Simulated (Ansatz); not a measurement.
**BaFeO3: properties at the relaxed cell**

An exercise on one series of results from a longer session: the logs are not shown, and one member is left open.

The COD entry's cell or inner coordinates are ideal or old and differ from later refinements, so a difference from it is no clean test against experiment.

Computed with Ansatz 0.2.0 (DFT PBEsol, scalar-relativistic, plane waves, PAW, unless a step's input says otherwise).

2 further runs of the same task are left out: 2 set aside as unsound or not needed.

## Starting point

The structure is cubic, space group Pm-3m (No. 221). Conventional cell: a = 3.885 Å, b = 3.885 Å, c = 3.885 Å, α = 90.00°, β = 90.00°, γ = 90.00°. Ba (site symmetry m-3m) is surrounded by 12 O at 2.75 Å. Fe (site symmetry m-3m) is surrounded by 6 O at 1.94 Å. Around O (site symmetry 4/mmm) lie 2 Fe at 1.94 Å and 4 Ba at 2.75 Å.

Coordinates:

```
Ba Fe O
1.0
     3.88466    0.00000    0.00000
     0.00000    3.88466    0.00000
     0.00000    0.00000    3.88466
Ba Fe O
1 1 3
Direct
  0.00000 0.00000 0.00000
  0.50000 0.50000 0.50000
  0.50000 0.50000 0.00000
  0.00000 0.50000 0.50000
  0.50000 0.00000 0.50000
```

This cell was relaxed beforehand with the same method: volume 11.72 Å³/atom, gap on the mesh none (metal), site moments up to 2.7 μB.

The first run:

Input file input.yaml:

```yaml
crystal:
  lattice:
    - [3.8846585356, 0.0, 0.0]
    - [0.0, 3.8846585356, 0.0]
    - [0.0, 0.0, 3.8846585356]
  atoms:
    - { symbol: Ba, position: [0.0, 0.0, 0.0] }
    - { symbol: Fe, position: [0.5, 0.5, 0.5], spin: 2.92 }
    - { symbol: O, position: [0.5, 0.5, 0.0], spin: 0.18 }
    - { symbol: O, position: [0.0, 0.5, 0.5], spin: 0.18 }
    - { symbol: O, position: [0.5, 0.0, 0.5], spin: 0.18 }
basis:
  ecutwfc: 420
kpoints:
  mp_grid: { grid: [10, 10, 10] }
  band_path:
    path:
      - [[0.0, 0.0, 0.0], [0.0, 0.5, 0.0], [0.5, 0.5, 0.0], [0.0, 0.0, 0.0], [0.5, 0.5, 0.5], [0.0, 0.5, 0.0]]
      - [[0.5, 0.5, 0.5], [0.5, 0.5, 0.0]]
    npoints: 14
hamiltonian:
  xc: pbesol
scf:
  occupations: { method: gaussian, width: 0.1 }
  n_extra_bands: 12
output:
  forces: true
  stress: true
  eigenvalues: true
  populations: true
  dos: { projected: true, de: 0.02, nscf_kmesh: { grid: [15, 15, 15] } }
  bader: true
  write_density: true
  write_potential: true
  elf: true
  volumetric_format: npy
magnetization:
  spin_polarized: true
checkpoint:
  read: start.run
  write: ck
  compress: false
  write_wavefunctions: false
  write_every: 100000
```

Command:

```bash
ansatz run input.yaml --threads 1 --pin off --max-ram 2560MiB --backend cpu --events-out ev --progress --plain --runs-dir out
```

Among the steps run: Static run: bands, density of states and charges; Point at V/V0 = 0.97; Volume × 1.03; The cell scaled to 0.94 of its volume; Volume × 1.06.

One of the session's tables, all rows but one given; the rest of the session is left out.

It belongs to the step «Fit of the equation of state». 

| volume (Å³/atom) | energy above the lowest point (meV/atom) | pressure (GPa) | largest moment (μB) |
| --- | --- | --- | --- |
| 11.021 | 24.7 | 11.98 | 2.58 |
| 11.373 | ? | ? | ? |
| 11.724 | 0.0 | -0.03 | 2.66 |
| 12.076 | 5.4 | -4.62 | 2.70 |
| 12.428 | 20.0 | -8.38 | 2.76 |

Estimate the missing values for volume (Å³/atom) = 11.373.

Worked estimate for «energy above the lowest point (meV/atom)». A straight line through the neighbours (11.021, 24.7) and (11.724, 0.0) gives 24.7 + (0.0 − 24.7) × (11.373 − 11.021) / (11.724 − 11.021) = 12.3; a parabola fitted to 3 rows on both sides gives 6.4.

As computed: energy above the lowest point (meV/atom): 5.7; pressure (GPa): 5.45; largest moment (μB): 2.62. In «energy above the lowest point (meV/atom)» the line misses by +6.6 and the parabola by +0.7.

To keep in mind: Without a U such compounds often come out metallic though many are antiferromagnetic insulators. Warnings in the runs' records: stability check not made.
